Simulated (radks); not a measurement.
# Pd²⁺ in [Ar] 3d10 4p6 4d8 5p2: an all-electron calculation

The task here is to estimate one member of a computed series from the others.

The numbers are computed with radks (a radial shooting solver on a logarithmic mesh, Libxc functionals) version 1 (scalar-relativistic Kohn-Sham, exchange-only PBE, spin-polarised, spherical densities, finite nucleus; open shells are filled with parallel spins first), except any that are marked as measured or tabulated.

## What is computed

```
element            : palladium (Z = 46)
charge             : +2
electrons          : 44
configuration      : [Ar] 3d10 4p6 4d8 5p2
nuclear rms radius : 4.5318 fm
```

The outer shells:

Pd²⁺
```
[Ar] core
3d [↑↓][↑↓][↑↓][↑↓][↑↓]
4p [↑↓][↑↓][↑↓]
4d [↑↓][↑↓][↑↓][↑ ][↑ ]
5p [↑ ][↑ ][  ]
```

The first run:

The run's settings:

```text
Z 46
configuration [Ar] 3d10 4p6 4d8 5p2
relativity scalar-relativistic
functional pbe,
spin polarised
nucleus finite rms 4.5318 fm
c 137.035999084
```

Launch:

```sh
> python run_ks.py task.json out
```

All runs below come from this command, one after another.

One of the session's tables, all rows but one given; the rest of the session is left out.

It belongs to the step «Shells». From the orbitals of this run (lengths in bohr):

```
  level      <r>  outermost maximum (interpolated)  90 % within  nodes
  1s up  0.03185                            0.0207       0.0571      0
1s down  0.03185                            0.0207       0.0571      0
  2s up   0.1383                             0.117        0.214      1
2s down   0.1383                             0.117        0.214      1
  2p up   0.1206                            0.0934        0.196      0
2p down   0.1206                            0.0934        0.196      0
  3s up   0.3792                             0.342        0.559      2
3s down   0.3791                             0.342        0.558      2
  3p up   0.3785                             0.335        0.570      1
3p down   0.3784                             0.335        0.570      1
  3d up   0.3573                             0.282        0.566      0
3d down   0.3571                             0.282        0.566      0
  4p up    1.005                             0.897         1.47      2
4p down    1.003                             0.896         1.47      2
  4d up    1.248                              1.03         1.92      1
4d down    1.242                              1.03         1.91      1
  5p up        ?                                 ?            ?      ?
5p down    2.841                              2.49         4.15      3
```

**Question.** Estimate the row for 5p up.

The run gave: <r>: 2.810; outermost maximum (interpolated): 2.49; 90 % within: 4.08; nodes: 3. In the column «<r>» it lies between 4d up (1.248) and 5p down (2.841).
